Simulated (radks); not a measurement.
**The Coulomb parameter U of the 4d shell of Nb⁺**

The task here is to estimate one member of a computed series from the others.

Method: scalar-relativistic Kohn-Sham, BLYP, spin-unpolarised, spherical densities, point nucleus. Code: radks (a radial shooting solver on a logarithmic mesh, Libxc functionals) version 1.

## What is computed

```
element       : niobium (Z = 41)
charge        : +1
electrons     : 40
configuration : [Kr] 4d3 5s1
```

The outer shells:

Nb⁺
```
[Kr] core
4d [↑ ][↑ ][↑ ][  ][  ]
5s [↑ ]
```

The first run:

The run's settings:

```text
Z 41
configuration [Kr] 4d3 5s1
relativity scalar-relativistic
functional b88,lyp
spin unpolarised
nucleus point
c 137.035999084
```

Among the steps run: Start: [Kr] 4d3 5s1.

One of the session's tables, all rows but one given; the rest of the session is left out.

It belongs to the step «Start: [Kr] 4d3 5s1». Sizes of the orbitals, from the radial functions (bohr):

```
level     <r>  outermost maximum (interpolated)  90 % within  nodes
   2p  0.1377                             0.106        0.224      0
   3s  0.4434                             0.396        0.656      2
   3p  0.4460                             0.389        0.675      1
   3d  0.4331                             0.334        0.695      0
   4s   1.154                              1.03         1.68      3
   4p       ?                                 ?            ?      ?
   4d   1.955                              1.46         3.15      1
   5s   3.271                              2.84         4.79      4
```

Q: Estimate the row for 4p from the others.

The run gave: <r>: 1.293; outermost maximum (interpolated): 1.12; 90 % within: 1.92; nodes: 2. In the column «<r>» it lies between 4s (1.154) and 4d (1.955).
